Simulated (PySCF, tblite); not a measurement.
**C5H8BFO2: geometry, infrared bands and NMR shifts**

What infrared bands and NMR shifts should C5H8BFO2 (`O=C1CCB(F)CCO1`) show?

Computed with tblite 0.8.0 and PySCF 2.14.0, with density-fitted response routines of our own, on a single molecule in the gas phase. Atoms count from 0, in the outputs and in this text.

## (1) Starting geometry

17 atoms, charge 0, multiplicity 1; geometry from: force field or distance geometry start.

Bonds of the start (Å): O0–C1 1.28, C1–C2 1.45, C2–C3 1.48, C3–B4 1.59, B4–F5 1.45, B4–C6 1.62, C6–C7 1.50, C7–O8 1.40, O8–C1 1.38, C2–H9 1.13, C2–H10 1.13, C3–H11 1.13, C3–H12 1.12, C6–H13 1.10, C6–H14 1.10, C7–H15 1.13, C7–H16 1.12.

## (2) Geometry optimisation with GFN2-xTB

The job: settings as JSON, then the geometry in Å.

```
{"job": {"kind": "relax", "xc": "GFN2-xTB", "basis": "xTB"}, "charge": 0, "multiplicity": 1}
O     -1.291400    -2.541200    -0.303300
C     -0.651600    -1.431500    -0.348000
C     -1.497100    -0.270000    -0.506400
C     -1.285600     0.917600     0.343300
B      0.229400     1.220100     0.713000
F      0.575700     0.794100     2.055300
C      1.376400     0.754300    -0.326000
C      1.672000    -0.646600     0.134100
O      0.712600    -1.608500    -0.206600
H     -1.532300     0.096600    -1.574300
H     -2.564500    -0.604000    -0.313200
H     -1.906200     0.927200     1.284900
H     -1.621100     1.820800    -0.222400
H      2.244500     1.431900    -0.306300
H      0.984400     0.717500    -1.357700
H      1.895700    -0.614900     1.245100
H      2.651900    -0.951500    -0.321400
```

Run with:

```
> OMP_NUM_THREADS=1 python probes_run.py task.json out
```

The driver reads the jobs from task.json and runs them one after another.

**Question.** This job is followed by: GFN2-xTB harmonic vibrations, gas phase; GIAO PBE0/pcSseg-1 NMR shielding, non-relativistic, gas phase. What will the session give for the following? strongest single infrared mode (GFN2-xTB); zero-point energy (GFN2-xTB); ¹³C shifts against TMS (PBE0/pcSseg-1); ¹H shifts against TMS (PBE0/pcSseg-1, means over atoms taken as alike); ¹⁷O shifts against H2O (PBE0/pcSseg-1); ¹¹B shifts against BF3·OEt2 (PBE0/pcSseg-1); ¹⁹F shifts against CFCl3 (PBE0/pcSseg-1).

The runs gave:

| quantity | value |
| --- | --- |
| strongest single infrared mode (GFN2-xTB) | 1767 cm⁻¹, 491 km/mol |
| zero-point energy (GFN2-xTB) | 81.4 kcal/mol |
| ¹³C shifts against TMS (PBE0/pcSseg-1) | 177.5, 65.9, 29.7, 27.0, 20.8 ppm |
| ¹H shifts against TMS (PBE0/pcSseg-1, means over atoms taken as alike) | 4.47, 2.67, 1.42, 1.38 ppm |
| ¹⁷O shifts against H2O (PBE0/pcSseg-1) | 474.0, 221.2 ppm |
| ¹¹B shifts against BF3·OEt2 (PBE0/pcSseg-1) | 60.1 ppm |
| ¹⁹F shifts against CFCl3 (PBE0/pcSseg-1) | -9.7 ppm |

In words: The optimisation took 134 steps and gained 1.904 eV; among the close pairs (by a distance rule), B4–F5 changed most, from 1.450 to 1.324 Å. No mode is imaginary among the 45: a minimum at this level. The strongest single mode, at 1767 cm⁻¹, moves mainly C1 and O0. GFN2-xTB is a fitted tight-binding method: band positions and strengths are rough. Its intensities can rank the bands wrongly. H15, H16 (mean) (hydrogen on an sp3 CH2 bonded to O) lies farthest downfield among hydrogen, at 4.47 ppm; its carbon carries O, which withdraws density. At PBE0/pcSseg-1: The largest span, 693 ppm, is at O0, where the paramagnetic term is -536 ppm.
